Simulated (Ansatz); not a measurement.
**C2H10GaN3: small, medium and large basis sets**

One table from this session's results is given with a row withheld; the runs are named, their logs left out.

The runs use Ansatz 0.2.0, Gaussian basis; one geometry, several basis sets.

Levels to be run: PBE0-D4/def2-SVP; ωB97M-V/def2-SVP; PBE0-D4/def2-QZVPP; ωB97M-V/def2-QZVPP; the functionals' def2-TZVPP values are taken from earlier runs.

### The relaxed structure

The geometry comes from an earlier relaxation with PBE0-D4 in a triple-zeta def2 set; it is a stationary point, not always the lowest conformer.

SMILES `C[N](C)[Ga]([NH2])[NH2]`, 16 atoms, charge 0, spin multiplicity 1.

Atoms are counted from 1 here; the program's logs count them from 0.

Bond lengths: C1–N2 1.436 Å, C1–H7 1.092 Å, C1–H8 1.101 Å, C1–H9 1.101 Å, N2–C3 1.436 Å, N2–Ga4 1.822 Å, C3–H10 1.101 Å, C3–H11 1.092 Å, C3–H12 1.101 Å, Ga4–N5 1.826 Å, Ga4–N6 1.825 Å, N5–H13 1.007 Å, N5–H14 1.007 Å, N6–H15 1.007 Å, N6–H16 1.006 Å. Angles: N2–C1–H7 111.2°, N2–C1–H8 111.9°, N2–C1–H9 111.9°, H7–C1–H8 107.3°, H7–C1–H9 107.4°, H8–C1–H9 107.0°, C1–N2–C3 113.2°, C1–N2–Ga4 123.5°, C3–N2–Ga4 123.3°, N2–C3–H10 111.7°, N2–C3–H11 111.1°, N2–C3–H12 112.0°, H10–C3–H11 107.1°, H10–C3–H12 107.0°, H11–C3–H12 107.6°, N2–Ga4–N5 119.3°, N2–Ga4–N6 119.8°, N5–Ga4–N6 120.4° and more.

Geometry (Å):

```xyz
16
C2H10GaN3
C    -1.1103   -1.0054   -1.2203
N    -0.0613   -0.6528   -0.3054
C     0.8670   -1.7230   -0.0696
Ga    0.0686    0.9779    0.4974
N     1.4262    1.2884    1.6786
N    -1.2574    2.2110    0.2686
H    -1.7997   -0.1714   -1.3701
H    -1.7035   -1.8582   -0.8547
H    -0.7162   -1.2884   -2.2090
H     0.3650   -2.6172    0.3318
H     1.6301   -1.4297    0.6550
H     1.3847   -2.0317   -0.9914
H     1.6202    2.2289    1.9809
H     2.2809    0.7599    1.6211
H    -1.0876    3.1796    0.4831
H    -1.9067    2.1321   -0.4961
```

The first run:

File in.yaml:

```yaml
crystal:
  periodic: [false, false, false]
  atoms:
    - {symbol: C, position_ang: [-1.110293, -1.005393, -1.220251]}
    - {symbol: N, position_ang: [-0.061308, -0.652764, -0.305359]}
    - {symbol: C, position_ang: [0.867021, -1.722996, -0.069550]}
    - {symbol: Ga, position_ang: [0.068562, 0.977887, 0.497399]}
    - {symbol: N, position_ang: [1.426208, 1.288383, 1.678619]}
    - {symbol: N, position_ang: [-1.257387, 2.210976, 0.268632]}
    - {symbol: H, position_ang: [-1.799722, -0.171389, -1.370142]}
    - {symbol: H, position_ang: [-1.703486, -1.858191, -0.854719]}
    - {symbol: H, position_ang: [-0.716232, -1.288423, -2.208991]}
    - {symbol: H, position_ang: [0.365010, -2.617198, 0.331765]}
    - {symbol: H, position_ang: [1.630055, -1.429692, 0.654990]}
    - {symbol: H, position_ang: [1.384670, -2.031739, -0.991396]}
    - {symbol: H, position_ang: [1.620237, 2.228862, 1.980883]}
    - {symbol: H, position_ang: [2.280897, 0.759938, 1.621125]}
    - {symbol: H, position_ang: [-1.087556, 3.179589, 0.483093]}
    - {symbol: H, position_ang: [-1.906686, 2.132129, -0.496098]}
basis:
  gaussian: {orbitals: def2-SVP}
hamiltonian: {xc: pbe0, dispersion: d4}
output: {orbitals: {seedname: orbitals}}
```

Among the steps run: PBE0-D4 in def2-SVP; ωB97M-V in def2-SVP; PBE0-D4 in def2-QZVPP; ωB97M-V in def2-QZVPP.

One of the session's tables, all rows but one given; the rest of the session is left out.

It belongs to the step «Density functionals: the series». 

| functional | basis | HOMO (eV) | LUMO (eV) |
| --- | --- | --- | --- |
| PBE0-D4 | def2-SVP | -5.67 | 0.56 |
| PBE0-D4 | def2-TZVPP | -5.86 | 0.20 |
| PBE0-D4 | def2-QZVPP | -5.91 | -0.09 |
| ωB97M-V | def2-SVP | ? | ? |
| ωB97M-V | def2-TZVPP | -8.16 | 1.76 |
| ωB97M-V | def2-QZVPP | -8.22 | 1.26 |

**Question.** Estimate the row for ωB97M-V, def2-SVP.

The run gave: HOMO (eV): -7.96; LUMO (eV): 2.23. In the column «HOMO (eV)» it lies between ωB97M-V, def2-TZVPP (-8.16) and PBE0-D4, def2-QZVPP (-5.91).
